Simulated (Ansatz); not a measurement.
# C2H6B2F4: small, medium and large basis sets

The task here is to estimate one member of a computed series from the others.

Program: Ansatz 0.2.0, Gaussian basis. Level of theory: one geometry, several basis sets. These are calculated values, not measurements.

The runs, in order: PBE0-D4/def2-SVP; ωB97M-V/def2-SVP; PBE0-D4/def2-QZVPP; ωB97M-V/def2-QZVPP; the functionals' def2-TZVPP values are taken from earlier runs.

## The relaxed structure

An earlier PBE0-D4 in a triple-zeta def2 set relaxation fixed the geometry.

SMILES `C[B@-]1(F)[F+][B@-](C)(F)[F+]1`, 14 atoms, charge 0, spin multiplicity 1.

Atoms are counted from 1 here; the program's logs count them from 0.

Bond lengths: C1–B2 1.556 Å, C1–H9 1.091 Å, C1–H10 1.093 Å, C1–H11 1.093 Å, B2–F3 1.329 Å, B2–F4 1.556 Å, B2–F8 1.558 Å, F4–B5 1.558 Å, B5–C6 1.556 Å, B5–F7 1.329 Å, B5–F8 1.556 Å, C6–H12 1.093 Å, C6–H13 1.091 Å, C6–H14 1.093 Å. Angles: B2–C1–H9 112.4°, B2–C1–H10 110.2°, B2–C1–H11 110.2°, H9–C1–H10 108.3°, H9–C1–H11 108.3°, H10–C1–H11 107.3°, C1–B2–F3 122.5°, C1–B2–F4 113.1°, C1–B2–F8 113.0°, F3–B2–F4 107.9°, F3–B2–F8 107.8°, F4–B2–F8 86.6°, B2–F4–B5 93.4°, F4–B5–C6 113.1°, F4–B5–F7 107.8°, F4–B5–F8 86.6°, C6–B5–F7 122.5°, C6–B5–F8 113.1° and more.

The first run:

in.yaml

```yaml
crystal:
  periodic: [false, false, false]
  atoms:
    - {symbol: C, position_ang: [0.122312, -2.353502, 0.227135]}
    - {symbol: B, position_ang: [0.671529, -0.899382, 0.159879]}
    - {symbol: F, position_ang: [1.964059, -0.616308, 0.288736]}
    - {symbol: F, position_ang: [0.126080, -0.095737, -1.055823]}
    - {symbol: B, position_ang: [-0.671259, 0.899276, -0.160253]}
    - {symbol: C, position_ang: [-0.122490, 2.353587, -0.227072]}
    - {symbol: F, position_ang: [-1.963690, 0.615839, -0.289288]}
    - {symbol: F, position_ang: [-0.125609, 0.095802, 1.055413]}
    - {symbol: H, position_ang: [-0.960717, -2.394626, 0.101431]}
    - {symbol: H, position_ang: [0.581860, -2.966949, -0.552087]}
    - {symbol: H, position_ang: [0.373865, -2.808039, 1.188785]}
    - {symbol: H, position_ang: [-0.578943, 2.965352, 0.555328]}
    - {symbol: H, position_ang: [0.961013, 2.394599, -0.105464]}
    - {symbol: H, position_ang: [-0.378009, 2.810106, -1.186712]}
basis:
  gaussian: {orbitals: def2-SVP}
hamiltonian: {xc: pbe0, dispersion: d4}
output: {orbitals: {seedname: orbitals}}
```

Command:

```bash
> ansatz run in.yaml --threads 4 --pin off --events-out ev --progress --plain --max-ram 11315MiB
```

Among the steps run: PBE0-D4 in def2-SVP; ωB97M-V in def2-SVP; PBE0-D4 in def2-QZVPP; ωB97M-V in def2-QZVPP.

One table of the session follows, with a row left open; its other results are not shown here.

It belongs to the step «Density functionals: the series». 

```
functional       basis  HOMO (eV)  LUMO (eV)
   PBE0-D4    def2-SVP      -9.77       1.84
   PBE0-D4  def2-TZVPP      -9.82       0.92
   PBE0-D4  def2-QZVPP      -9.83       0.61
   ωB97M-V    def2-SVP     -12.11       3.55
   ωB97M-V  def2-TZVPP     -12.17       2.09
   ωB97M-V  def2-QZVPP          ?          ?
```

Estimate the missing values for ωB97M-V, def2-QZVPP.

The run gave: HOMO (eV): -12.18; LUMO (eV): 1.59. In the column «HOMO (eV)» it is the lowest.
